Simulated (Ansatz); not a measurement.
**C4H3F5: small, medium and large basis sets**

The task here is to estimate one member of a computed series from the others.

Computed with Ansatz 0.2.0, Gaussian basis. Level: one geometry, several basis sets.

The runs, in order: PBE0-D4/def2-SVP; ωB97M-V/def2-SVP; PBE0-D4/def2-QZVPP; ωB97M-V/def2-QZVPP; the functionals' def2-TZVPP values are taken from earlier runs.

### Structure used throughout

The geometry comes from an earlier relaxation with PBE0-D4 in a triple-zeta def2 set; it is a stationary point, not always the lowest conformer.

SMILES `FC1C(F)(F)CC1(F)F`, 12 atoms, charge 0, spin multiplicity 1.

Atoms are counted from 1 here; the program's logs count them from 0.

Bond lengths: F1–C2 1.347 Å, C2–C3 1.541 Å, C2–C7 1.541 Å, C2–H10 1.094 Å, C3–F4 1.344 Å, C3–F5 1.345 Å, C3–C6 1.532 Å, C6–C7 1.532 Å, C6–H11 1.088 Å, C6–H12 1.089 Å, C7–F8 1.344 Å, C7–F9 1.345 Å. Angles: F1–C2–C3 118.3°, F1–C2–C7 118.3°, F1–C2–H10 110.9°, C3–C2–C7 87.3°, C3–C2–H10 110.0°, C7–C2–H10 110.0°, C2–C3–F4 112.5°, C2–C3–F5 115.9°, C2–C3–C6 90.1°, F4–C3–F5 107.9°, F4–C3–C6 113.0°, F5–C3–C6 116.6°, C3–C6–C7 87.9°, C3–C6–H11 115.6°, C3–C6–H12 112.3°, C7–C6–H11 115.6°, C7–C6–H12 112.3°, H11–C6–H12 111.4° and more.

The first run:

in.yaml reads:

```yaml
crystal:
  periodic: [false, false, false]
  atoms:
    - {symbol: F, position_ang: [0.803122, 0.782231, 1.949444]}
    - {symbol: C, position_ang: [-0.063627, 0.490648, 0.960803]}
    - {symbol: C, position_ang: [-0.129070, -0.962963, 0.453054]}
    - {symbol: F, position_ang: [0.987848, -1.656487, 0.730714]}
    - {symbol: F, position_ang: [-1.181308, -1.686680, 0.874548]}
    - {symbol: C, position_ang: [-0.177983, -0.459478, -0.993370]}
    - {symbol: C, position_ang: [0.306418, 0.899917, -0.478169]}
    - {symbol: F, position_ang: [1.628061, 1.082136, -0.638279]}
    - {symbol: F, position_ang: [-0.322765, 1.985888, -0.961308]}
    - {symbol: H, position_ang: [-1.068564, 0.848017, 1.205749]}
    - {symbol: H, position_ang: [0.489838, -0.963170, -1.688681]}
    - {symbol: H, position_ang: [-1.194972, -0.415258, -1.380506]}
basis:
  gaussian: {orbitals: def2-SVP}
hamiltonian: {xc: pbe0, dispersion: d4}
output: {orbitals: {seedname: orbitals}}
```

The run is started by

```bash
$ ansatz run in.yaml --threads 2 --pin off --events-out ev --progress --plain --max-ram 32768MiB --backend cpu
```

Among the steps run: PBE0-D4 in def2-SVP; ωB97M-V in def2-SVP; PBE0-D4 in def2-QZVPP; ωB97M-V in def2-QZVPP.

One of the session's tables, all rows but one given; the rest of the session is left out.

It belongs to the step «Functionals by basis». 

```
functional       basis  HOMO (eV)  LUMO (eV)
   PBE0-D4    def2-SVP      -9.25       0.61
   PBE0-D4  def2-TZVPP      -9.40       0.27
   PBE0-D4  def2-QZVPP      -9.46       0.10
   ωB97M-V    def2-SVP     -11.58       2.70
   ωB97M-V  def2-TZVPP     -11.76       2.22
   ωB97M-V  def2-QZVPP          ?          ?
```

**Question.** Estimate the row for ωB97M-V, def2-QZVPP.

As computed: HOMO (eV): -11.82; LUMO (eV): 1.73. In the column «HOMO (eV)» it is the lowest.
